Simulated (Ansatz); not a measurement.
**CH₃BOS: basis-set convergence**

An exercise on one series of results from a longer session: the logs are not shown, and one member is left open.

The runs use Ansatz 0.2.0, Gaussian basis; one geometry, several basis sets.

Plan: PBE0-D4/def2-SVP; ωB97M-V/def2-SVP; PBE0-D4/def2-QZVPP; ωB97M-V/def2-QZVPP; the functionals' def2-TZVPP values are taken from earlier runs.

### The relaxed structure

The geometry comes from an earlier relaxation with PBE0-D4 in a triple-zeta def2 set; it is a stationary point, not always the lowest conformer.

SMILES `B1OCS1`, 7 atoms, charge 0, spin multiplicity 1.

Atoms are counted from 1 here; the program's logs count them from 0.

Bond lengths: B1–O2 1.369 Å, B1–S4 1.811 Å, B1–H5 1.188 Å, O2–C3 1.421 Å, C3–S4 1.836 Å, C3–H6 1.090 Å, C3–H7 1.090 Å. Angles: O2–B1–S4 99.3°, O2–B1–H5 126.5°, S4–B1–H5 134.2°, B1–O2–C3 95.5°, O2–C3–S4 96.2°, O2–C3–H6 111.4°, O2–C3–H7 111.4°, S4–C3–H6 112.8°, S4–C3–H7 112.8°, H6–C3–H7 111.5°, B1–S4–C3 69.0°.

Set-up of the first run:

in.yaml

```yaml
crystal:
  periodic: [false, false, false]
  atoms:
    - {symbol: B, position_ang: [-0.978183, 0.435431, -0.473644]}
    - {symbol: O, position_ang: [-0.307774, 0.575827, 0.712112]}
    - {symbol: C, position_ang: [0.743818, -0.321033, 0.381047]}
    - {symbol: S, position_ang: [0.123394, -0.745466, -1.294030]}
    - {symbol: H, position_ang: [-1.988830, 0.977642, -0.782599]}
    - {symbol: H, position_ang: [1.707403, 0.187915, 0.357434]}
    - {symbol: H, position_ang: [0.761470, -1.178316, 1.053979]}
basis:
  gaussian: {orbitals: def2-SVP}
hamiltonian: {xc: pbe0, dispersion: d4}
output: {orbitals: {seedname: orbitals}}
```

The run is started by

```
$ ansatz run in.yaml --threads 2 --pin off --events-out ev --progress --plain --max-ram 4352MiB
```

Among the steps run: PBE0-D4 in def2-SVP; ωB97M-V in def2-SVP; PBE0-D4 in def2-QZVPP; ωB97M-V in def2-QZVPP.

One table of the session follows, with a row left open; its other results are not shown here.

It belongs to the step «Functionals by basis». 

| functional | basis | HOMO (eV) | LUMO (eV) |
| --- | --- | --- | --- |
| PBE0-D4 | def2-SVP | ? | ? |
| PBE0-D4 | def2-TZVPP | -7.67 | -0.24 |
| PBE0-D4 | def2-QZVPP | -7.69 | -0.31 |
| ωB97M-V | def2-SVP | -9.74 | 2.07 |
| ωB97M-V | def2-TZVPP | -9.85 | 1.67 |
| ωB97M-V | def2-QZVPP | -9.88 | 1.43 |

Q: Estimate the row for PBE0-D4, def2-SVP from the others.

As computed: HOMO (eV): -7.59; LUMO (eV): -0.02. In the column «HOMO (eV)» it is the highest.
